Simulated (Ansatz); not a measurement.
# TiP2O2: the cost of one run

Computed with Ansatz 0.2.0 (DFT PBE+D3(BJ), scalar-relativistic, plane waves, PAW, unless a step's input says otherwise).

## Step 1: The system as given

The structure is trigonal, space group P-3m1 (No. 164). Conventional cell: a = 3.441 Å, b = 3.441 Å, c = 11.471 Å, α = 90.00°, β = 90.00°, γ = 120.00°. Around Ti (site symmetry -3m) lie 2 O at 2.34 Å. P (site symmetry 3m) is surrounded by 3 P at 1.99 Å. O (site symmetry 3m) is surrounded by 1 Ti at 2.34 Å.

As a file:

```xyz
5
Lattice="3.4412 0.0000 0.0000 -1.7206 2.9802 0.0000 0.0000 0.0000 11.4710" Properties=species:S:1:pos:R:3 pbc="T T T"
Ti    0.0000    0.0000    5.7355
P     0.0000    1.9868   11.4333
P     1.7206    0.9934    0.0377
O     0.0000    0.0000    3.3977
O     0.0000    0.0000    8.0733
```

The cell is invented: two kinds of sheet stacked in turn (P-3m1, No. 164). The dimensions are guesses.

## Step 2: Probe: one point on a coarse mesh

Input file input.yaml:

```yaml
crystal:
  lattice:
    - [3.4411995, 0.0, 0.0]
    - [-1.72059975, 2.98016619, 0.0]
    - [0.0, 0.0, 11.47097561]
  atoms:
    - { symbol: Ti, position: [0.0, 0.0, 0.5], spin: 1.0 }
    - { symbol: P, position: [0.33333333, 0.66666667, 0.99671361] }
    - { symbol: P, position: [0.66666667, 0.33333333, 0.00328639] }
    - { symbol: O, position: [0.0, 0.0, 0.29619957] }
    - { symbol: O, position: [0.0, 0.0, 0.70380043] }
basis:
  ecutwfc: 420
kpoints:
  mp_grid: { grid: [6, 6, 2] }
hamiltonian:
  xc: pbe
  dispersion: d3bj
scf:
  occupations: { method: gaussian, width: 0.1 }
  lower_state_search: "off"
output:
  forces: true
  stress: true
  eigenvalues: true
  populations: true
magnetization:
  spin_polarized: true
```

Launch:

```bash
$ ansatz run input.yaml --threads 1 --pin off --max-ram 2560MiB --backend cpu --events-out ev --progress --plain --runs-dir out
```

What time and memory should one allow on 1 thread of Intel Xeon at 2.50GHz (Skylake/Cascade Lake), shared host?

About 22 s, with a peak of 0.44 GiB.
